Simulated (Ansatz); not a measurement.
# H2Sn: the cost of one run

Program: Ansatz 0.2.0, Gaussian basis. Level of theory: the settings change from run to run. These are calculated values, not measurements.

23 further runs of the same task are left out: 7 that didn't finish, 16 set aside as unsound or not needed. Runs told in other sessions of the task aren't counted.

### Step 1. The system

The geometry is a PBE0/def2-TZVP stationary point (not a proven minimum) of the parent state, kept for this charge and spin. No spin-orbit coupling is included. Elements past krypton take def2 core potentials.

3 atoms, charge 1, spin multiplicity 2.

Atoms are counted from 1 here; the program's logs count them from 0.

Bond lengths: Sn1–H2 1.715 Å, Sn1–H3 1.715 Å. Angles: H2–Sn1–H3 119.7°.

### Step 2. CCSDT(Q)/def2-SVP

File in.yaml:

```yaml
crystal:
  periodic: [false, false, false]
  atoms:
    - {symbol: Sn, position_ang: [0.000000, -0.014391, 0.000000]}
    - {symbol: H, position_ang: [0.000000, 0.847453, -1.482753]}
    - {symbol: H, position_ang: [0.000000, 0.847453, 1.482753]}
basis:
  gaussian: {orbitals: def2-SVP}
total_charge: 1
magnetization: {spin_polarized: true, initial_magnetization: 1}
hamiltonian: {xc: {name: PBE}}
correlation: {method: ccsdt_q, electrons: outside_noble_gas, diis_vectors: 4}
output: {forces: true}
```

On the command line:

```
> ansatz run in.yaml --threads 1 --pin off --events-out ev --progress --plain --max-ram 2393MiB
```

**Question.** How long does this run take on 1 thread of Arm Neoverse V1, shared host, and how much memory does it need?

About 15 s, with a peak of 0.26 GiB.
